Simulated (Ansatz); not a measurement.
# C3H6ClIn: a ladder of functionals and wavefunction methods

One table from this session's results is given with a row withheld; the runs are named, their logs left out.

Method: functionals in def2-TZVPP, the program's frozen cores in correlated methods; program: Ansatz 0.2.0, Gaussian basis.

Levels to be run: LDA (SPW92), PBE-D4, revPBE-D4, BLYP-D4, r2SCAN-D4, B97M-V, PBE0-D4, B3LYP-D4, r2SCANh-D4, r2SCAN0-D4, HSE06-D4, BHLYP-D4, CAM-B3LYP-D4, LC-ωPBE, ωB97X-V, ωB97M-V, B2PLYP, PBE-QIDH; CCSD(T)/def2-SVP; CCSD(T)/def2-TZVPP; MP2/def2-QZVPP; extrapolation to the limit; RPA on PBE.

### The geometry

All runs share one geometry, relaxed beforehand with PBE0-D4 in a triple-zeta def2 set. In takes the def2 core potential; no spin-orbit term is included.

SMILES `C=C[CH2][InH][Cl]`, 11 atoms, charge 0, spin multiplicity 1.

Atoms are counted from 1 here; the program's logs count them from 0.

Bond lengths: C1–C2 1.332 Å, C1–H6 1.086 Å, C1–H7 1.083 Å, C2–C3 1.482 Å, C2–H8 1.089 Å, C3–In4 2.159 Å, C3–H9 1.091 Å, C3–H10 1.090 Å, In4–Cl5 2.356 Å, In4–H11 1.708 Å. Angles: C2–C1–H6 121.7°, C2–C1–H7 121.2°, H6–C1–H7 117.1°, C1–C2–C3 125.7°, C1–C2–H8 118.5°, C3–C2–H8 115.7°, C2–C3–In4 104.6°, C2–C3–H9 112.5°, C2–C3–H10 112.7°, In4–C3–H9 107.4°, In4–C3–H10 109.5°, H9–C3–H10 110.0°, C3–In4–Cl5 109.8°, C3–In4–H11 136.7°, Cl5–In4–H11 113.2°.

Set-up of the first run:

File in.yaml:

```yaml
crystal:
  periodic: [false, false, false]
  atoms:
    - {symbol: C, position_ang: [0.528148, 1.479967, 1.098887]}
    - {symbol: C, position_ang: [-0.307219, 0.492503, 0.781967]}
    - {symbol: C, position_ang: [0.084096, -0.896264, 0.443561]}
    - {symbol: In, position_ang: [-0.012905, -0.979323, -1.711205]}
    - {symbol: Cl, position_ang: [-2.257425, -0.848512, -2.414369]}
    - {symbol: H, position_ang: [1.600038, 1.319669, 1.169207]}
    - {symbol: H, position_ang: [0.163478, 2.477388, 1.310706]}
    - {symbol: H, position_ang: [-1.372399, 0.710269, 0.726955]}
    - {symbol: H, position_ang: [-0.620570, -1.633557, 0.829734]}
    - {symbol: H, position_ang: [1.094934, -1.139936, 0.772070]}
    - {symbol: H, position_ang: [1.099805, -0.982213, -3.007512]}
basis:
  gaussian: {orbitals: def2-TZVPP}
hamiltonian: {xc: lda}
output: {orbitals: {seedname: orbitals}}
```

On the command line:

```sh
ansatz run in.yaml --threads 4 --pin off --events-out ev --progress --plain --max-ram 10444MiB
```

Among the steps run: LDA; PBE-D4 (GGA); revPBE-D4 (GGA); BLYP-D4 (GGA); r2SCAN-D4 (meta-GGA); B97M-V (meta-GGA); PBE0-D4 (hybrid); B3LYP-D4 (hybrid); r2SCANh-D4 (hybrid); r2SCAN0-D4 (hybrid); HSE06-D4 (hybrid); BHLYP-D4 (hybrid); CAM-B3LYP-D4 (range-separated); LC-ωPBE (range-separated); ωB97X-V (range-separated); ωB97M-V (range-separated); B2PLYP (double hybrid); PBE-QIDH (double hybrid).

One table of the session follows, with a row left open; its other results are not shown here.

It belongs to the step «Orbital energies across the functionals». 

```
  functional  HOMO (eV)  LUMO (eV)  gap (eV)
 LDA (SPW92)      -6.09      -2.66      3.43
      PBE-D4      -5.91      -2.37      3.54
   revPBE-D4      -5.84      -2.25      3.59
     BLYP-D4      -5.76      -2.32      3.44
   r2SCAN-D4      -6.08      -2.15      3.93
      B97M-V      -6.08      -2.37      3.71
     PBE0-D4      -6.91      -1.65      5.26
    B3LYP-D4      -6.72      -1.92      4.80
  r2SCANh-D4      -6.46      -1.90      4.56
  r2SCAN0-D4      -7.03      -1.52      5.51
    HSE06-D4      -6.52      -2.01      4.51
    BHLYP-D4      -7.78      -0.98      6.80
CAM-B3LYP-D4      -8.15      -0.84      7.31
     LC-ωPBE      -9.45       0.28      9.73
     ωB97X-V      -9.09       0.13      9.22
     ωB97M-V          ?          ?         ?
```

Estimate the missing values for ωB97M-V.

As computed: HOMO (eV): -8.98; LUMO (eV): -0.13; gap (eV): 8.86. In the column «HOMO (eV)» it lies between ωB97X-V (-9.09) and CAM-B3LYP-D4 (-8.15).
